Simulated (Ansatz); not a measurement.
The system is MnS.

```
Mn S
1.0
     2.61225    2.61225    5.22450
     2.61225   -2.61225    0.00000
     2.61225    2.61225    0.00000
Mn S
2 2
Direct
  0.00000 0.00000 0.00000
  0.50000 0.50000 0.00000
  0.50000 0.00000 0.50000
  0.00000 0.50000 0.50000
```

The cell isn't the ideal one: another cell of the same crystal, with 4 atoms.

Program: Ansatz 0.2.0. Alike in all runs: task single point; potentials or basis Ansatz PAW; cell another cell of the same crystal, with 4 atoms; k mesh 6 × 6 × 6; cutoff (eV) 420; smearing gaussian 0.05 eV.

Problem. Order these runs on this cell by their pressure, lowest first.
A. level PBEsol+U; spin collinear, antiferromagnetic start; U Mn d U = 4 eV
B. level PBEsol+U; spin collinear, ferrimagnetic start; U Mn d U = 2 eV
C. level PBE+U; spin collinear, antiferromagnetic start; U Mn d U = 3 eV

Solution. B (-2.7 GPa), A (-0.2 GPa), C (2.4 GPa).

Caveats: the magnetic or orbital state may not be the lowest; the PAW data sets come from PBE, with cores solved anew for the run's functional, which leaves a small shift of forces and pressure (some runs).
